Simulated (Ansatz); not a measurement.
# Ge2H4: the cost of one run

Computed with Ansatz 0.2.0, Gaussian basis. Level: cc-pVTZ, core rule «outside noble gas», up to 28 orbitals frozen.

To be run: UHF; CCSD(T) on RHF; CCSD(T) on UHF; BCCD(T) on RHF; CCSDT(Q) on RHF.

### 1 What is computed

The geometry is a PBE0/def2-TZVP stationary point (not a proven minimum). No spin-orbit coupling is included. The filled d shell of Ge may be among the frozen orbitals whatever the setting's name suggests; the logs give the count.

6 atoms, charge 0, spin multiplicity 1.

Atoms are counted from 1 here; the program's logs count them from 0.

Bond lengths: Ge1–Ge2 2.500 Å, Ge1–H3 1.541 Å, Ge1–H4 1.546 Å, Ge1–H5 1.546 Å, Ge2–H6 1.593 Å. Angles: Ge2–Ge1–H3 118.4°, Ge2–Ge1–H4 108.4°, Ge2–Ge1–H5 108.4°, H3–Ge1–H4 107.6°, H3–Ge1–H5 107.6°, H4–Ge1–H5 105.8°, Ge1–Ge2–H6 92.3°.

As a file:

```xyz
6
charge 0, multiplicity 1
Ge    0.0000    0.0168    1.2218
Ge    0.0000   -0.0363   -1.2773
H     0.0000    1.3870    1.9258
H     1.2331   -0.7670    1.7257
H    -1.2331   -0.7670    1.7257
H     0.0000    1.5538   -1.3752
```

### 2 UHF

in.yaml reads:

```yaml
crystal:
  periodic: [false, false, false]
  atoms:
    - {symbol: Ge, position_ang: [0.000000, 0.016763, 1.221757]}
    - {symbol: Ge, position_ang: [0.000000, -0.036285, -1.277289]}
    - {symbol: H, position_ang: [0.000000, 1.387006, 1.925829]}
    - {symbol: H, position_ang: [1.233110, -0.766974, 1.725729]}
    - {symbol: H, position_ang: [-1.233110, -0.766974, 1.725729]}
    - {symbol: H, position_ang: [0.000000, 1.553826, -1.375198]}
basis:
  gaussian: {orbitals: cc-pVTZ}
magnetization: {spin_polarized: true, initial_magnetization: 0}
hamiltonian: {xc: hf}
output: {orbitals: {seedname: orbitals}}
```

Started as:

```sh
> ansatz run in.yaml --threads 1 --pin off --events-out ev --progress --plain --max-ram 2816MiB --backend cpu
```

What time and memory should one allow on 1 thread of AMD EPYC 7R13, shared host?

About 20 s, with a peak of 0.67 GiB.
